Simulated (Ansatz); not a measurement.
# MnVC4N4: the cost of one run

Program: Ansatz 0.2.0. Level of theory: DFT PBE, scalar-relativistic, plane waves, PAW. These are calculated values, not measurements.

2 further runs of the same task are left out: 1 that didn't finish, 1 set aside as unsound or not needed. Runs told in other sessions of the task aren't counted.

### 1 The structure to begin with

It takes space group P-43m (No. 215, cubic). Conventional cell: a = 5.909 Å, b = 5.909 Å, c = 5.909 Å, α = 90.00°, β = 90.00°, γ = 90.00°. Mn (site symmetry -43m) is surrounded by 4 N at 2.03 Å. V (site symmetry -43m) has 4 C at 1.92 Å in its first shell of neighbours. Around C (site symmetry 3m) lie 1 N at 1.17 Å and 1 V at 1.92 Å. N (site symmetry 3m) has 1 C at 1.17 Å and 1 Mn at 2.03 Å in its first shell of neighbours.

Coordinates:

```cif
data_structure
_symmetry_space_group_name_H-M 'P 1'
_symmetry_Int_Tables_number 1
_cell_length_a 5.9086
_cell_length_b 5.9086
_cell_length_c 5.9086
_cell_angle_alpha 90.000
_cell_angle_beta 90.000
_cell_angle_gamma 90.000
_cell_volume 206.28
loop_
_atom_site_label
_atom_site_type_symbol
_atom_site_fract_x
_atom_site_fract_y
_atom_site_fract_z
_atom_site_occupancy
Mn1 Mn 0.50000 0.50000 0.50000 1
V1 V 0.00000 0.00000 0.00000 1
C1 C 0.18732 0.18732 0.18732 1
C2 C 0.18732 0.81268 0.81268 1
C3 C 0.81268 0.18732 0.81268 1
C4 C 0.81268 0.81268 0.18732 1
N1 N 0.30164 0.30164 0.30164 1
N2 N 0.30164 0.69836 0.69836 1
N3 N 0.69836 0.30164 0.69836 1
N4 N 0.69836 0.69836 0.30164 1
```

A structure generator made this guess: two interpenetrating cyanide-bridged diamond nets (P-43m, No. 215). Its size is a rough estimate.

### 2 Probe: one point on a coarse mesh

input.yaml reads:

```yaml
crystal:
  lattice:
    - [5.90860265, 0.0, 0.0]
    - [0.0, 5.90860265, 0.0]
    - [0.0, 0.0, 5.90860265]
  atoms:
    - { symbol: Mn, position: [0.5, 0.5, 0.5], spin: 4.0 }
    - { symbol: V, position: [0.0, 0.0, 0.0], spin: 2.0 }
    - { symbol: C, position: [0.18731679, 0.18731679, 0.18731679] }
    - { symbol: C, position: [0.18731679, 0.81268321, 0.81268321] }
    - { symbol: C, position: [0.81268321, 0.18731679, 0.81268321] }
    - { symbol: C, position: [0.81268321, 0.81268321, 0.18731679] }
    - { symbol: "N", position: [0.30164159, 0.30164159, 0.30164159] }
    - { symbol: "N", position: [0.30164159, 0.69835841, 0.69835841] }
    - { symbol: "N", position: [0.69835841, 0.30164159, 0.69835841] }
    - { symbol: "N", position: [0.69835841, 0.69835841, 0.30164159] }
basis:
  ecutwfc: 420
kpoints:
  mp_grid: { grid: [4, 4, 4] }
hamiltonian:
  xc: pbe
scf:
  occupations: { method: gaussian, width: 0.1 }
  lower_state_search: "off"
output:
  forces: true
  stress: true
  eigenvalues: true
  populations: true
magnetization:
  spin_polarized: true
```

The run is started by

```console
$ ansatz run input.yaml --threads 1 --pin off --max-ram 2560MiB --backend cpu --events-out ev --progress --plain --runs-dir out
```

Q: Estimate wall time and peak memory on 1 thread of Intel Xeon Platinum 8375C at 2.90GHz (Ice Lake), shared host.

About 20 s, with a peak of 0.54 GiB.
